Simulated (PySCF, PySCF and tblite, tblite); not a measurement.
# C4H9BO: a path driven as ring inversion, and NMR exchange

One table from this session's results is given with a row withheld; the runs are named, their logs left out.

Computed with tblite 0.8.0 (tight binding) and PySCF 2.14.0 (DFT, with response routines of our own); each step states its level. Atoms count from 0 throughout.

### The starting structure

15 atoms, charge 0, multiplicity 1; geometry from: force field or distance geometry start.

Bonds of the start (Å): B0–C1 1.58, B0–C5 1.59, B0–H6 1.19, C1–C2 1.55, C1–H7 1.10, C1–H8 1.12, C2–C3 1.55, C2–H10 1.10, C2–H9 1.11, C3–H11 1.10, C3–H12 1.11, C3–O4 1.42, C5–H13 1.10, C5–H14 1.11, O4–C5 1.43.

The first run:

The job: settings as JSON, then the geometry in Å.

```
{"job": {"xc": "GFN2-xTB", "basis": "xTB", "kind": "relax"}, "charge": 0, "multiplicity": 1}
B     -1.483200    -0.082500    -0.043500
C     -0.449800    -1.248400    -0.290800
C      0.907100    -0.895000     0.373000
C      1.302100     0.571100     0.055100
O      0.346100     1.468900     0.600500
C     -0.878100     1.390600    -0.127900
H     -2.516100    -0.276100     0.506400
H     -0.297900    -1.377000    -1.371100
H     -0.829400    -2.204900     0.145600
H      0.819200    -1.024500     1.476100
H      1.681300    -1.583300    -0.006400
H      1.439900     0.709000    -1.029900
H      2.276300     0.767100     0.557800
H     -1.593300     2.101600     0.319600
H     -0.728600     1.691400    -1.186600
```

Launch:

```sh
OMP_NUM_THREADS=1 python ens_run.py task.json out
```

The driver reads the study from task.json and runs its stages one after another.

Steps of the session up to this table: GFN2-xTB relaxation, start minimum; Relaxed scan, ring torsion 0 driven; Relaxed scan, ring torsion 2 driven; Nudged elastic band, leg 1; Saddle search, leg 1; DFT refinement, start: PBE0-D3(BJ)/def2-SVP; Shieldings, start: PBE0/pcSseg-1; Shieldings, saddle of leg 1: PBE0/pcSseg-1; Kinetics and line shapes; Shieldings, start: PBE0/IGLO-II; Single-point energy, saddle of leg 1: PBE0/IGLO-II; Second level: PBE0/IGLO-II + D3(BJ); Shieldings, start: PBE0/pcSseg-1 in dimethylsulfoxide; Single-point energy, saddle of leg 1: PBE0/pcSseg-1 in dimethylsulfoxide; Second level: PBE0/pcSseg-1 + D3(BJ), IEF-PCM dimethylsulfoxide.

One of the session's tables, all rows but one given; the rest of the session is left out.

Barriers by level (kcal/mol; entropies in cal/(mol K)). Zero-point and thermal terms come from xTB in every row. ΔG‡ leaves symmetry out; the rate counts equivalent paths (a factor of 2); effective ΔG‡, where given, is the barrier that would give that rate by Eyring's equation alone:

| level | ΔE‡ | with zero-point | ΔH‡ | ΔG‡ (298 K) | k at 298 K (1/s) |
| --- | --- | --- | --- | --- | --- |
| GFN2-xTB | ? | ? | ? | ? | ? |
| PBE0-D3(BJ)/def2-SVP | 4.86 | 4.60 | 4.27 | 4.89 | 3.2e+09 |
| PBE0/pcSseg-1 + D3(BJ) | 5.04 | 4.78 | 4.45 | 5.07 | 2.4e+09 |
| PBE0/pcSseg-1 + D3(BJ), IEF-PCM dimethylsulfoxide | 5.03 | 4.77 | 4.44 | 5.06 | 2.4e+09 |

Q: Estimate the row for GFN2-xTB from the others.

The run gave: ΔE‡: 4.19; with zero-point: 3.93; ΔH‡: 3.60; ΔG‡ (298 K): 4.22; k at 298 K (1/s): 1e+10. In the column «ΔE‡» it is the lowest.
